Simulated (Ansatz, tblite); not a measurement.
# BiH2(SiH3) (SiBiH5): removing and adding an electron

An exercise on one series of results from a longer session: the logs are not shown, and one member is left open.

Program: Ansatz 0.2.0, Gaussian basis. Level of theory: as each input shows. These are calculated values, not measurements.

The runs, in order: charge +1 doublet, at the geometry of the singlet (PBE0-D4/def2-TZVP, PBE-D4/def2-TZVP, r2SCAN-D4/def2-TZVP, LC-ωPBE(0.10)/def2-TZVP, LC-ωPBE(0.15)/def2-TZVP, LC-ωPBE(0.20)/def2-TZVP, LC-ωPBE(0.30)/def2-TZVP, CCSD(T)/def2-TZVPP); charge -1 doublet, at the geometry of the singlet (PBE0-D4/def2-TZVPD, PBE-D4/def2-TZVPD, r2SCAN-D4/def2-TZVPD, LC-ωPBE(0.10)/def2-TZVP, LC-ωPBE(0.15)/def2-TZVP, LC-ωPBE(0.20)/def2-TZVP, LC-ωPBE(0.30)/def2-TZVP, CCSD(T)/def2-TZVPD); the starting singlet's energies come from earlier runs.

**The structure**

The geometry is that of the singlet, from an earlier relaxation (PBE-D4/def2-TZVP).

7 atoms, charge 0, spin multiplicity 1.

Atoms are counted from 1 here; the program's logs count them from 0.

Bond lengths: Bi1–H2 1.807 Å, Bi1–H3 1.807 Å, Bi1–Si4 2.685 Å, Si4–H5 1.494 Å, Si4–H6 1.497 Å, Si4–H7 1.497 Å. Angles: H2–Bi1–H3 89.9°, H2–Bi1–Si4 88.9°, H3–Bi1–Si4 89.1°, Bi1–Si4–H5 112.5°, Bi1–Si4–H6 109.3°, Bi1–Si4–H7 109.2°, H5–Si4–H6 108.8°, H5–Si4–H7 108.9°, H6–Si4–H7 108.1°.

Bi takes a core potential in the def2 sets. No spin-orbit coupling is included.

Set-up of the first run:

Input file in.yaml:

```yaml
crystal:
  periodic: [false, false, false]
  atoms:
    - {symbol: Bi, position_ang: [0.667710, 1.155679, 1.209862]}
    - {symbol: H, position_ang: [2.075305, 1.078573, 0.079080]}
    - {symbol: H, position_ang: [-0.144613, 2.339404, 0.112276]}
    - {symbol: Si, position_ang: [-0.479627, -0.844477, -0.166403]}
    - {symbol: H, position_ang: [-0.440535, -0.617560, -1.642690]}
    - {symbol: H, position_ang: [-1.906855, -0.985661, 0.262901]}
    - {symbol: H, position_ang: [0.228615, -2.125958, 0.144974]}
basis:
  gaussian: {orbitals: def2-TZVP}
total_charge: 1
magnetization: {spin_polarized: true, initial_magnetization: 1}
hamiltonian: {xc: pbe0, dispersion: d4}
output: {orbitals: {seedname: orbitals}}
```

The run is started by

```
ansatz run in.yaml --threads 4 --pin off --events-out ev --progress --plain --max-ram 3916MiB
```

Steps of the session up to this table: Charge +1 doublet at the fixed geometry, PBE0-D4/def2-TZVP; Charge +1 doublet at the fixed geometry, PBE-D4/def2-TZVP; Charge +1 doublet at the fixed geometry, r2SCAN-D4/def2-TZVP; Charge +1 doublet at the fixed geometry, LC-ωPBE(0.10)/def2-TZVP; Charge +1 doublet at the fixed geometry, LC-ωPBE(0.15)/def2-TZVP; Charge +1 doublet at the fixed geometry, LC-ωPBE(0.20)/def2-TZVP; Charge +1 doublet at the fixed geometry, LC-ωPBE(0.30)/def2-TZVP; Charge +1 doublet at the fixed geometry, CCSD(T)/def2-TZVPP.

One table of the session follows, with a row left open; its other results are not shown here.

It belongs to the step «Vertical ionisation energy». 

| method | vertical ionisation energy (eV) |
| --- | --- |
| HF/def2-TZVPP | ? |
| PBE-D4/def2-TZVP | 9.21 |
| r2SCAN-D4/def2-TZVP | 9.23 |
| PBE0-D4/def2-TZVP | 9.27 |
| MP2/def2-TZVPP | 9.34 |
| CCSD/def2-TZVPP | 9.21 |
| CCSD(T)/def2-TZVPP | 9.27 |

Estimate the missing values for HF/def2-TZVPP.

The run gave: vertical ionisation energy (eV): 8.37. In the column «vertical ionisation energy (eV)» it is the lowest.
